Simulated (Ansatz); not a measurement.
# CH2ClFOTe: basis-set convergence

Aim: see how fast density functionals converge with the basis set for CH2ClFOTe.

Computed with Ansatz 0.2.0, Gaussian basis. Level: one geometry, several basis sets.

Plan: PBE0-D4/def2-SVP; ωB97M-V/def2-SVP; PBE0-D4/def2-QZVPP; ωB97M-V/def2-QZVPP; the functionals' def2-TZVPP values are taken from earlier runs.

1 further run of the same task is left out (for a known fault of the program). Runs told in other sessions of the task aren't counted.

## Step 1: Structure used throughout

All runs share one geometry, relaxed beforehand with PBE0-D4 in a triple-zeta def2 set. Te takes the def2 core potential; no spin-orbit term is included.

SMILES `OC(F)(Cl)[TeH]`, 7 atoms, charge 0, spin multiplicity 1.

Atoms are counted from 1 here; the program's logs count them from 0.

Bond lengths: O1–C2 1.357 Å, O1–H6 0.966 Å, C2–F3 1.359 Å, C2–Cl4 1.764 Å, C2–Te5 2.198 Å, Te5–H7 1.655 Å. Angles: C2–O1–H6 108.1°, O1–C2–F3 110.6°, O1–C2–Cl4 107.2°, O1–C2–Te5 110.7°, F3–C2–Cl4 107.8°, F3–C2–Te5 107.6°, Cl4–C2–Te5 112.9°, C2–Te5–H7 92.2°.

## Step 2: PBE0-D4 in def2-SVP

The input, in.yaml:

```yaml
crystal:
  periodic: [false, false, false]
  atoms:
    - {symbol: O, position_ang: [0.103713, -0.482389, 1.461048]}
    - {symbol: C, position_ang: [-0.201152, -0.360535, 0.144560]}
    - {symbol: F, position_ang: [0.645689, -1.106467, -0.612838]}
    - {symbol: Cl, position_ang: [-1.829084, -1.002719, -0.074181]}
    - {symbol: Te, position_ang: [-0.010060, 1.730221, -0.505960]}
    - {symbol: H, position_ang: [0.991909, -0.127720, 1.597323]}
    - {symbol: H, position_ang: [0.360285, 1.281510, -2.055651]}
basis:
  gaussian: {orbitals: def2-SVP}
hamiltonian: {xc: pbe0, dispersion: d4}
output: {orbitals: {seedname: orbitals}}
```

On the command line:

```
$ ansatz run in.yaml --threads 4 --pin off --events-out ev --progress --plain --max-ram 10444MiB
```

The runs that follow: ωB97M-V in def2-SVP; PBE0-D4 in def2-QZVPP; ωB97M-V in def2-QZVPP.

Before running them: what should the planned runs give, taken together? Wanted: PBE0-D4: double and triple zeta above quadruple; ωB97M-V: double and triple zeta above quadruple.

As calculated:

```
                                       quantity           value
PBE0-D4: double and triple zeta above quadruple  12.45, 0.73 eV
ωB97M-V: double and triple zeta above quadruple  12.54, 0.70 eV
```

What this shows: For PBE0-D4 the step from double to triple zeta gains 11.73 eV and the next only 0.73 eV. Total energies overstate the basis error of differences, where much of it tends to cancel.
